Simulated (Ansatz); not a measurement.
Run this with the Python package of Ansatz (0.2.0) and show what comes out.

`sn3te.py`:
```python
# -*- coding: utf-8 -*-
'''Convergence of Sn3Te with the k-point mesh.'''

import ansatz as az
import pandas as pd

lattice = az.Lattice.of(
    (-2.300904, 2.300904, 5.516494),
    (2.300904, -2.300904, 5.516494),
    (2.300904, 2.300904, -5.516494),
)
sites = [
    ('Sn', (0.75, 0.25, 0.5)),
    ('Sn', (0.25, 0.75, 0.5)),
    ('Sn', (0.5, 0.5, 0.0)),
    ('Te', (0.0, 0.0, 0.0)),
]
system = az.Crystal(lattice=lattice)
for symbol, position in sites:
    system = system.atom(symbol, position)

calc = (
    system.calculation()
    .occupations(az.OccupationsMethod.FERMI_DIRAC, width=0.1)
    .basis(16 * az.Ha)
    .functional('pbe')
    .scf(max_iterations=90)
    .forces()
    .stress()
)

rows = []
for value in [1.0, 0.6, 0.4, 0.3]:
    data = calc.kpoints(spacing=value).run().report
    rows.append((value, data['free_energy_ev'] / len(data['lattice']['sites']), data['n_iterations'], sum(data['stress_gpa'][i][i] for i in range(3)) / 3, max(abs(f) for row in data['forces_ev_ang'] for f in row), data['n_kpoints']))

table = pd.DataFrame(rows, columns=['spacing (1/A)', 'F/atom (eV)', 'iterations', 'P (GPa)', 'max component (eV/A)', 'k-points'])
print(table.round(5).to_string(index=False))

# the last row is the reference
for row in rows[:-1]:
    shift = 1000 * (row[1] - rows[-1][1])
    print(f'{row[0]}: {shift:+.2f} meV/atom' + ('  (within 1 meV)' if abs(shift) < 1 else ''))
```

Running `python sn3te.py` prints:
```text
 spacing (1/A)  F/atom (eV)  iterations  P (GPa)  max component (eV/A)  k-points
           1.0  -6262.95985           8 -0.42677                   0.0         4
           0.6  -6263.11809           7 -0.32666                   0.0        13
           0.4  -6263.10547           7 -0.54789                   0.0        18
           0.3  -6263.10224           7 -0.27413                   0.0        40
1.0: +142.39 meV/atom
0.6: -15.85 meV/atom
0.4: -3.23 meV/atom
```

Reading the output:
- Forces vanish by symmetry here and test nothing.
- Pressure is positive in compression.
- This cell is a computed structure, which may not be the phase found in nature.
- Shifts are counted from the finest mesh, which is itself no proven limit.
- Timing: 24 s on 1 thread of Arm Neoverse V1 (shared host), peak memory 0.58 GiB.
